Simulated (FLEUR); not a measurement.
# Ti3Se (P-6m2) in FLEUR: notebook

The runs below take Ti3Se through band structure, equation of state, with PBE.

All numbers are computed with FLEUR MaX-R8.1 (later development tree); they aren't measurements. Logs are shortened: lines on timing, memory, paths and dates and some standing lists are left out, and cuts for length are marked.

## Step 1: The structure

Symmetry: P-6m2, No. 187, hexagonal system. The conventional cell has a = 3.197 Å, b = 3.197 Å, c = 7.943 Å, α = 90.00°, β = 90.00°, γ = 120.00°. Se (site symmetry -6m2) has 6 Ti at 2.58 Å as nearest neighbours. Ti (site symmetry -6m2) is surrounded by 12 Ti at 2.85 to 3.20 Å. Around Ti (site symmetry 3m) lie 3 Se at 2.58 Å and 3 Ti at 2.85 Å.

The cell comes from a database or a generator and needn't be the stable form of this composition.

## Step 2: Band structure, PBE

inp.xml reads:

```xml
<?xml version="1.0" encoding="UTF-8" standalone="no"?>
<fleurInput fleurInputVersion="0.39">
   <comment>
      Ti3Se                                                                                               
   </comment>
   <calculationSetup>
      <cutoffs Kmax="4.34" Gmax="13.4" GmaxXC="13.4" numbands="0"/>
      <scfLoop itmax="60" minDistance="0.00001" maxIterBroyd="15" imix="Anderson" alpha="0.05" precondParam="0.0" spinf="2.0" sdNocoIR="T"/>
      <coreElectrons ctail="T" frcor="F" kcrel="0" coretail_lmax="0"/>
      <xcFunctional name="pbe" relativisticCorrections="F"/>
      <magnetism jspins="1"/>
      <soc l_soc="F" theta="0.0" phi="0.0" spav="F"/>
      <expertModes spex="0" secvar="F"/>
      <geometryOptimization l_f="F" forcealpha="1.0" forcemix="BFGS" epsdisp="0.00001" epsforce="0.00001"/>
      <ldaU l_linMix="F" mixParam="0.05" spinf="1.0"/>
   </calculationSetup>
   <cell>
      <bzIntegration valenceElectrons="52.0" mode="hist" fermiSmearingEnergy="0.00183747">
         <kPointListSelection listName="default-1"/>
         <!-- k-points included here -->
         <xi:include xmlns:xi="http://www.w3.org/2001/XInclude" href="kpts.xml"> </xi:include>
      </bzIntegration>
      <!-- symmetry operations included here -->
      <xi:include xmlns:xi="http://www.w3.org/2001/XInclude" href="sym.xml"> </xi:include>
      <bulkLattice scale="1.0">
         <bravaisMatrix>
[... 35 lines left out ...]
         <lo type="SCLO" l="2" n="3" eDeriv="2"/>
         <lo type="SCLO" l="3" n="4" eDeriv="2"/>
      </species>
   </atomSpecies>
   <atomGroups>
      <atomGroup species="Selenium (Se)">
         <relPos label="                   1">.0000000000 .0000000000 .0000000000</relPos>
         <force calculate="T" relaxXYZ="TTT"/>
      </atomGroup>
      <atomGroup species="Titanium (Ti)">
         <relPos label="                   2">-1.000/3.000 1.000/3.000 1.000/2.000</relPos>
         <force calculate="T" relaxXYZ="TTT"/>
      </atomGroup>
      <atomGroup species="Titanium (Ti)">
         <relPos label="                   3">1.000/3.000 -1.000/3.000 -.2270980000</relPos>
         <relPos label="                   4">1.000/3.000 -1.000/3.000 .2270980000</relPos>
         <force calculate="T" relaxXYZ="TTT"/>
      </atomGroup>
   </atomGroups>
   <output dos="F" band="F" slice="F">
      <checks vchk="F" cdinf="F"/>
      <bandDOS minEnergy="-.5*Htr" maxEnergy="0.5*Htr" sigma="0.015" storeEVData="T"/>
      <vacuumDOS vacdos="F" integ="F" star="F" nstars="0" locx1="0.0" locy1="0.0" locx2="0.0" locy2="0.0" nstm="0" tworkf="0.0"/>
      <unfoldingBand unfoldBand="F" supercellX="1" supercellY="1" supercellZ="1"/>
      <plotting iplot="0" polar="F">
         <plot TwoD="T" vec1="  1.0  0.0  0.0" vec2="  0.0  1.0  0.0" vec3="  0.0  0.0  1.0" zero="  0.0  0.0  0.0" file="plot"/>
      </plotting>
      <chargeDensitySlicing numkpt="0" minEigenval="0.0" maxEigenval="0.0" nnne="0" pallst="F"/>
      <specialOutput eonly="F"/>
      <moessbauerParams electricFieldGradient="T" isomerShift="T" coreHyperfine="T" valenceHyperfine="T"/>
      <magneticCircularDichroism mcd="F" energyLo="-10.0" energyUp="0.0"/>
   </output>
  <!-- We include the file relax.xml here to enable relaxations (see documentation) -->
  <xi:include xmlns:xi="http://www.w3.org/2001/XInclude" href="relax.xml"> <xi:fallback/> </xi:include>
</fleurInput>
```

crystal.txt reads:

```
Ti3Se
&input cartesian=F /
3.1974455988  0.0000000000  0.0000000000
-1.5987227994  2.7690691158  0.0000000000
0.0000000000  0.0000000000  7.9427450000
1.8897261246
1.0 1.0 1.0

4
34 0.0000000000  0.0000000000  0.0000000000
22 0.6666666667  0.3333333333  0.5000000000
22 0.3333333333  0.6666666667  0.7729020000
22 0.3333333333  0.6666666667  0.2270980000

&kpt div1=10 div2=10 div3=4 gamma=T /
```

inp.xml (bands) reads:

```
<?xml version="1.0" encoding="UTF-8" standalone="no"?>
<fleurInput fleurInputVersion="0.39">
   <comment>
      Ti3Se                                                                                               
   </comment>
   <calculationSetup>
      <cutoffs Kmax="4.34" Gmax="13.4" GmaxXC="13.4" numbands="0"/>
      <scfLoop itmax="60" minDistance="0.00001" maxIterBroyd="15" imix="Anderson" alpha="0.05" precondParam="0.0" spinf="2.0" sdNocoIR="T"/>
      <coreElectrons ctail="T" frcor="F" kcrel="0" coretail_lmax="0"/>
      <xcFunctional name="pbe" relativisticCorrections="F"/>
      <magnetism jspins="1"/>
      <soc l_soc="F" theta="0.0" phi="0.0" spav="F"/>
      <expertModes spex="0" secvar="F"/>
      <geometryOptimization l_f="F" forcealpha="1.0" forcemix="BFGS" epsdisp="0.00001" epsforce="0.00001"/>
      <ldaU l_linMix="F" mixParam="0.05" spinf="1.0"/>
   </calculationSetup>
   <cell>
      <bzIntegration valenceElectrons="52.0" mode="hist" fermiSmearingEnergy="0.00183747">
         <kPointListSelection listName="path-1"/>
         <!-- k-points included here -->
         <xi:include xmlns:xi="http://www.w3.org/2001/XInclude" href="kpts.xml"> </xi:include>
      </bzIntegration>
      <!-- symmetry operations included here -->
      <xi:include xmlns:xi="http://www.w3.org/2001/XInclude" href="sym.xml"> </xi:include>
      <bulkLattice scale="1.0">
[... 36 lines left out ...]
         <lo type="SCLO" l="2" n="3" eDeriv="2"/>
         <lo type="SCLO" l="3" n="4" eDeriv="2"/>
      </species>
   </atomSpecies>
   <atomGroups>
      <atomGroup species="Selenium (Se)">
         <relPos label="                   1">.0000000000 .0000000000 .0000000000</relPos>
         <force calculate="T" relaxXYZ="TTT"/>
      </atomGroup>
      <atomGroup species="Titanium (Ti)">
         <relPos label="                   2">-1.000/3.000 1.000/3.000 1.000/2.000</relPos>
         <force calculate="T" relaxXYZ="TTT"/>
      </atomGroup>
      <atomGroup species="Titanium (Ti)">
         <relPos label="                   3">1.000/3.000 -1.000/3.000 -.2270980000</relPos>
         <relPos label="                   4">1.000/3.000 -1.000/3.000 .2270980000</relPos>
         <force calculate="T" relaxXYZ="TTT"/>
      </atomGroup>
   </atomGroups>
   <output dos="F" band="T" slice="F">
      <checks vchk="F" cdinf="F"/>
      <bandDOS minEnergy="-.5*Htr" maxEnergy="0.5*Htr" sigma="0.015" storeEVData="T"/>
      <vacuumDOS vacdos="F" integ="F" star="F" nstars="0" locx1="0.0" locy1="0.0" locx2="0.0" locy2="0.0" nstm="0" tworkf="0.0"/>
      <unfoldingBand unfoldBand="F" supercellX="1" supercellY="1" supercellZ="1"/>
      <plotting iplot="0" polar="F">
         <plot TwoD="T" vec1="  1.0  0.0  0.0" vec2="  0.0  1.0  0.0" vec3="  0.0  0.0  1.0" zero="  0.0  0.0  0.0" file="plot"/>
      </plotting>
      <chargeDensitySlicing numkpt="0" minEigenval="0.0" maxEigenval="0.0" nnne="0" pallst="F"/>
      <specialOutput eonly="F"/>
      <moessbauerParams electricFieldGradient="T" isomerShift="T" coreHyperfine="T" valenceHyperfine="T"/>
      <magneticCircularDichroism mcd="F" energyLo="-10.0" energyUp="0.0"/>
   </output>
  <!-- We include the file relax.xml here to enable relaxations (see documentation) -->
  <xi:include xmlns:xi="http://www.w3.org/2001/XInclude" href="relax.xml"> <xi:fallback/> </xi:include>
</fleurInput>
```

Potentials or basis: all-electron, FLAPW.

The run is started by

```bash
$ inpgen -f crystal.txt -profile fastHighL
$ # inp.xml edited to the form shown
$ fleur_MPI
$ fleur_MPI   # second run, on inp.xml (bands)
```

Standard output:

```text
Welcome to FLEUR        (www.flapw.de)
      MaX-Release 8.1          (www.max-centre.eu)

 ========== k-point set info ==========
 Selected k-point list: default-1
 k-point list type: mesh
 10 x 10 x 4
 Number of k points: 42

 ------------Calculation Setup---------------------------
 Number of MPI-tasks      :            1
 Number of PE/node        :            1
 Number of OMP-threads    :            1
 Most efficient MPI parallelization for:
           1           2           3           6           7          14          21          42
 Additional eigenvalue parallelization possible
 Number of basis functions:          808
 Approximate size of matrices (H+S) per k-point:         0.019 GB
 --------------------------------------------------------
 Iteration:     1   Distance:       6.84180467 me/bohr^3
 Iteration:     2   Distance:       6.13235746 me/bohr^3
 Iteration:     3   Distance:       4.29044539 me/bohr^3
 Iteration:     4   Distance:       2.40563055 me/bohr^3
 Iteration:     5   Distance:       2.41776240 me/bohr^3
 Iteration:     6   Distance:       0.65073415 me/bohr^3
 Iteration:     7   Distance:       0.60547452 me/bohr^3
 Iteration:     8   Distance:       0.30786334 me/bohr^3
 Iteration:     9   Distance:       0.10019045 me/bohr^3
 Iteration:    10   Distance:       0.14816159 me/bohr^3
 Iteration:    11   Distance:       0.04340445 me/bohr^3
 Iteration:    12   Distance:       0.01983702 me/bohr^3
 Iteration:    13   Distance:       0.00870861 me/bohr^3
 Iteration:    14   Distance:       0.00396473 me/bohr^3
 Iteration:    15   Distance:       0.00110544 me/bohr^3
 Iteration:    16   Distance:       0.00079715 me/bohr^3
 Iteration:    17   Distance:       0.00062036 me/bohr^3
 Iteration:    18   Distance:       0.00031459 me/bohr^3
 Iteration:    19   Distance:       0.00013668 me/bohr^3
 Iteration:    20   Distance:       0.00004865 me/bohr^3
 Iteration:    21   Distance:       0.00003581 me/bohr^3
 Iteration:    22   Distance:       0.00001402 me/bohr^3
 Iteration:    23   Distance:       0.00000341 me/bohr^3

 ********************************************************************
 Run finished successfully
 Stop message:
   all done
 ********************************************************************
```

Wall time 9.5 min (1 thread of Arm Neoverse V1, shared host); peak memory 0.11 GiB.

What came out:

- Free energy: -135832.7796 eV
- Band gap along the path: none (metal or under the smearing width)
- Valence electrons inside the program's atomic spheres: Se 14.28; Ti 9.97, 10.05 (radii Se 2.26, Ti 2.26 bohr)

Levels at the corners of the path, in eV from the Fermi level:
```tsv
point	band 24	band 25	band 26	band 27	band 28	band 29
Γ	-0.17	0.15	0.15	0.30	0.30	0.92
M	-1.57	-0.67	-0.46	0.20	0.81	0.83
K	-1.32	-0.78	-0.30	-0.28	0.10	1.60
Γ	-0.17	0.15	0.15	0.30	0.30	0.92
A	-0.64	0.40	0.40	0.57	0.60	0.60
L	-1.52	-0.91	-0.87	0.59	0.85	1.00
H	-1.21	-1.05	-0.15	-0.15	-0.01	1.32
A	-0.64	0.40	0.40	0.57	0.60	0.60
L	-1.52	-0.91	-0.87	0.59	0.85	1.00
M	-1.57	-0.67	-0.46	0.20	0.81	0.83
K	-1.32	-0.78	-0.30	-0.28	0.10	1.60
H	-1.21	-1.05	-0.15	-0.15	-0.01	1.32
```

Core levels (eV from the Fermi level):
```csv
atom,levels
1 Se,"1s1/2 -12496.2, 2s1/2 -1601.7, 2p1/2 -1436.3, 2p3/2 -1394.6, 3s1/2 -208.7, 3p1/2 -152.2, 3p3/2 -146.3"
2 Ti,"1s1/2 -4862.3, 2s1/2 -531.2, 2p1/2 -442.4, 2p3/2 -436.6"
3 Ti,"1s1/2 -4862.5, 2s1/2 -531.3, 2p1/2 -442.5, 2p3/2 -436.7"
4 Ti,"1s1/2 -4862.5, 2s1/2 -531.3, 2p1/2 -442.5, 2p3/2 -436.7"
```

## Step 3: Equation of state, PBE, 16.53 Å³/atom (volume scaled by 0.94)

Changes to inp.xml since step 2:

```diff
@@ -6,3 +6,3 @@
    <calculationSetup>
-      <cutoffs Kmax="4.34" Gmax="13.4" GmaxXC="13.4" numbands="0"/>
+      <cutoffs Kmax="4.47" Gmax="13.9" GmaxXC="13.9" numbands="0"/>
       <scfLoop itmax="60" minDistance="0.00001" maxIterBroyd="15" imix="Anderson" alpha="0.05" precondParam="0.0" spinf="2.0" sdNocoIR="T"/>
@@ -24,3 +24,3 @@
       <xi:include xmlns:xi="http://www.w3.org/2001/XInclude" href="sym.xml"> </xi:include>
-      <bulkLattice scale="1.0">
+      <bulkLattice scale="0.9795861087">
          <bravaisMatrix>
@@ -34,3 +34,3 @@
       <species name="Selenium (Se)" element="Se" atomicNumber="34">
-         <mtSphere radius="2.26" gridPoints="747" logIncrement="0.017"/>
+         <mtSphere radius="2.19" gridPoints="747" logIncrement="0.017"/>
          <atomicCutoffs lmax="9" lnonsphr="9"/>
@@ -49,3 +49,3 @@
       <species name="Titanium (Ti)" element="Ti" atomicNumber="22">
-         <mtSphere radius="2.26" gridPoints="747" logIncrement="0.016"/>
+         <mtSphere radius="2.19" gridPoints="747" logIncrement="0.016"/>
          <atomicCutoffs lmax="9" lnonsphr="9"/>
```

Potentials or basis: all-electron, FLAPW.

The run is started by

```bash
$ inpgen -f crystal.txt -profile fastHighL
$ # inp.xml edited to the form shown
$ fleur_MPI
```

It took 9.4 min on 1 thread of Arm Neoverse V1, shared host; peak memory 0.11 GiB.

The run converged. Its results:

* Free energy: -135832.6758 eV
* Band gap on the k mesh: none (metal or under the smearing width)
* Valence electrons inside the program's atomic spheres: Se 14.09; Ti 9.88, 9.96 (radii Se 2.19, Ti 2.19 bohr)

## Step 4: Equation of state, PBE, 16.88 Å³/atom (volume scaled by 0.96)

Changes to inp.xml since step 3:

```diff
@@ -24,3 +24,3 @@
       <xi:include xmlns:xi="http://www.w3.org/2001/XInclude" href="sym.xml"> </xi:include>
-      <bulkLattice scale="0.9795861087">
+      <bulkLattice scale="0.9864848297">
          <bravaisMatrix>
```

The run is started by

```bash
$ inpgen -f crystal.txt -profile fastHighL
$ # inp.xml edited to the form shown
$ fleur_MPI
```

Run time: 10 min. Hardware: 1 thread of Arm Neoverse V1, shared host; peak memory 0.11 GiB.

The run converged. Its results:

- Free energy: -135832.7337 eV
- Band gap on the k mesh: none (metal or under the smearing width)
- Valence electrons inside the program's atomic spheres: Se 14.07; Ti 9.87, 9.94 (radii Se 2.19, Ti 2.19 bohr)

## Step 5: Equation of state, PBE, 17.58 Å³/atom

Changes to inp.xml since step 4:

```diff
@@ -24,3 +24,3 @@
       <xi:include xmlns:xi="http://www.w3.org/2001/XInclude" href="sym.xml"> </xi:include>
-      <bulkLattice scale="0.9864848297">
+      <bulkLattice scale="1.0000000000">
          <bravaisMatrix>
```

The run is started by

```bash
$ inpgen -f crystal.txt -profile fastHighL
$ # inp.xml edited to the form shown
$ fleur_MPI
```

Run time: 12 min. Hardware: 1 thread of Arm Neoverse V1, shared host; peak memory 0.11 GiB.

The run converged. Its results:

```yaml
Free_energy: -135832.7783 eV
Band_gap_on_the_k_mesh: none (metal or under the smearing width)
Valence_electrons_inside_the_program's_atomic_spheres: Se 14.04; Ti 9.84, 9.90 (radii Se 2.19, Ti 2.19 bohr)
```

## Step 6: Equation of state, PBE, 18.28 Å³/atom (volume scaled by 1.04)

Changes to inp.xml since step 5:

```diff
@@ -24,3 +24,3 @@
       <xi:include xmlns:xi="http://www.w3.org/2001/XInclude" href="sym.xml"> </xi:include>
-      <bulkLattice scale="1.0000000000">
+      <bulkLattice scale="1.0131594038">
          <bravaisMatrix>
```

Potentials or basis: all-electron, FLAPW.

The run is started by

```bash
$ inpgen -f crystal.txt -profile fastHighL
$ # inp.xml edited to the form shown
$ fleur_MPI
```

It took 12 min on 1 thread of Arm Neoverse V1, shared host; peak memory 0.12 GiB.

Results (log left out):

- Free energy: -135832.7431 eV
- Band gap on the k mesh: none (metal or under the smearing width)
- Valence electrons inside the program's atomic spheres: Se 14.00; Ti 9.81, 9.87 (radii Se 2.19, Ti 2.19 bohr)

## Step 7: Equation of state, PBE, 18.64 Å³/atom (volume scaled by 1.06)

Changes to inp.xml since step 6:

```diff
@@ -24,3 +24,3 @@
       <xi:include xmlns:xi="http://www.w3.org/2001/XInclude" href="sym.xml"> </xi:include>
-      <bulkLattice scale="1.0131594038">
+      <bulkLattice scale="1.0196128224">
          <bravaisMatrix>
```

The run is started by

```bash
$ inpgen -f crystal.txt -profile fastHighL
$ # inp.xml edited to the form shown
$ fleur_MPI
```

It took 12 min on 1 thread of Arm Neoverse V1, shared host; peak memory 0.12 GiB.

The run converged. Its results:

* Free energy: -135832.7002 eV
* Band gap on the k mesh: none (metal or under the smearing width)
* Valence electrons inside the program's atomic spheres: Se 13.99; Ti 9.80, 9.85 (radii Se 2.19, Ti 2.19 bohr)

## Step 8: Equation of state, PBE

No new run: the results of the series are fitted here.

What came out:

| Quantity | Value |
| --- | --- |
| Equilibrium volume | 17.60 Å³/atom |
| Bulk modulus at fixed shape and positions | 113 GPa |
| Pressure derivative of the bulk modulus | 4.1 (rough: it moves with the points fitted) |

Energy against volume, from the lowest point:
| volume (Å³/atom) | energy (meV/atom) |
| --- | --- |
| 16.526 | 25.63 |
| 16.878 | 11.16 |
| 17.581 | 0.00 |
| 18.284 | 8.80 |
| 18.636 | 19.52 |

Caveat: the cell was scaled at fixed shape and fractional positions, which overstates the stiffness of a crystal with free parameters, most of all of layers and chains.
